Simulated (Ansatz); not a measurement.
## H4OPSb, SMILES O[PH][SbH2]: a saddle search for pyramidal inversion

Computed with Ansatz's Python interface.

Script `ts_h4opsb.py`:
```python
"""Saddle point for pyramidal inversion in H4OPSb."""

import itertools

import ansatz as az
from ase.data import atomic_numbers, covalent_radii
import numpy as np

params = {
    "basis": "def2-SVP",
    "xc": "pbe",
}

geometry = (
    az.Crystal.molecule()
    .atom("O", (-1.4331, -0.2332, -0.3534))
    .atom("P", (-0.2537, 0.718, -1.1933))
    .atom("Sb", (1.3297, 0.6659, 0.7167))
    .atom("H", (-1.0551, -1.0996, -0.2867))
    .atom("H", (0.3493, -0.4307, -1.882))
    .atom("H", (0.1421, 1.3129, 1.8294))
    .atom("H", (0.982, -1.0013, 1.1235))
)

setup = geometry.calculation()
setup = setup.basis(gaussian=params["basis"]).functional(params["xc"])
symbols = [site.symbol for site in geometry.cartesian_sites]
start = np.array([site.position_ang for site in geometry.cartesian_sites], dtype=float)
report = setup.relax(force_tolerance=0.005, max_steps=100).run().report
end = np.array(report["positions_ang"])

# start with the apex atom pushed most of the way into the plane of its neighbours
a, b, d = end[[0, 2, 4]]
normal = np.cross(b - a, d - a)
normal /= np.linalg.norm(normal)
flat = end.copy()
flat[1] -= 0.8 * ((end[1] - a) @ normal) * normal
guess = np.zeros_like(flat)
guess[1] = normal
near = az.Crystal.molecule()
for symbol, place in zip(symbols, flat):
    near = near.atom(symbol, place.tolist())
search = (
    near.calculation()
    .basis(gaussian=params["basis"])
    .functional(params["xc"])
    .saddle(mode_guess=guess.tolist(), force_tolerance=0.01, max_steps=40)
)
steps = []
top = search.session().plan().execute(on_event=lambda e: steps.append(e["data"]) if e["event"] == "saddle_step" else None).report
for s in steps:
    print(f"step {s['step']:2d}  E = {s['lagrangian_ev']:.5f} eV  force {s['allowed_force_max_ev_ang']:.4f} eV/A  curvature {s['curvature_ev_ang2']:.3f} eV/A^2")
print(f"minimum {report['free_energy_ev']:.5f} eV, saddle {top['free_energy_ev']:.5f} eV")
print(f"electronic barrier {(top['free_energy_ev'] - report['free_energy_ev']):.2f} eV")
saddle = np.array(top["positions_ang"])
# pairs closer than 1.2 times the sum of covalent radii, before or after
radius = [covalent_radii[atomic_numbers[s]] for s in symbols]
span = lambda where, i, j: np.linalg.norm(where[i] - where[j])
bonded = [(i, j) for i, j in itertools.combinations(range(len(symbols)), 2) if min(span(end, i, j), span(saddle, i, j)) < 1.2 * (radius[i] + radius[j])]
print("pair        before    after (A)")
for i, j in bonded:
    print(f"{symbols[i]}{i}-{symbols[j]}{j}".ljust(10), f"{span(end, i, j):8.4f} {span(saddle, i, j):8.4f}")
```

```console
$ python ts_h4opsb.py
step  1  E = -17922.72225 eV  force 9.5565 eV/A  curvature -35.576 eV/A^2
step  2  E = -17924.22957 eV  force 4.3427 eV/A  curvature -26.890 eV/A^2
step  3  E = -17925.04637 eV  force 3.3463 eV/A  curvature -19.007 eV/A^2
step  4  E = -17925.41091 eV  force 1.6416 eV/A  curvature -14.697 eV/A^2
step  5  E = -17925.52680 eV  force 0.3257 eV/A  curvature -12.330 eV/A^2
step  6  E = -17925.54851 eV  force 0.2173 eV/A  curvature -12.126 eV/A^2
step  7  E = -17925.55605 eV  force 0.7051 eV/A  curvature -11.831 eV/A^2
step  8  E = -17925.56609 eV  force 0.1143 eV/A  curvature -12.013 eV/A^2
step  9  E = -17925.56977 eV  force 0.0651 eV/A  curvature -12.031 eV/A^2
step 10  E = -17925.57353 eV  force 0.0592 eV/A  curvature -11.913 eV/A^2
step 11  E = -17925.57565 eV  force 0.0673 eV/A  curvature -11.819 eV/A^2
step 12  E = -17925.57631 eV  force 0.1621 eV/A  curvature -11.788 eV/A^2
step 13  E = -17925.57714 eV  force 0.0651 eV/A  curvature -11.814 eV/A^2
step 14  E = -17925.57752 eV  force 0.0187 eV/A  curvature -11.862 eV/A^2
step 15  E = -17925.57764 eV  force 0.0130 eV/A  curvature -11.885 eV/A^2
step 16  E = -17925.57764 eV  force 0.0671 eV/A  curvature -11.856 eV/A^2
step 17  E = -17925.57770 eV  force 0.0065 eV/A  curvature -11.864 eV/A^2
minimum -17926.97524 eV, saddle -17925.57773 eV
electronic barrier 1.40 eV
pair        before    after (A)
O0-P1        1.6808   1.6780
O0-H3        0.9771   0.9772
P1-Sb2       2.6045   2.4351
P1-H4        1.4586   1.4157
Sb2-H5       1.7331   1.7446
Sb2-H6       1.7424   1.7478
```

Notes:
- Total energies depend on the basis set; only differences at equal settings carry meaning.
- The energies are electronic: no zero-point or thermal terms, and the basis set is short of its limit. No separate frequency run checks the order of the saddle point.
- def2 sets replace the cores of elements past krypton by effective core potentials.
- Timing: 2.1 min on 1 thread of Intel(R) Xeon(R) Platinum 8488C (Sapphire Rapids) (shared host), peak memory 0.23 GiB.

(Lines on the test bed's own set-up are left out of the output.)
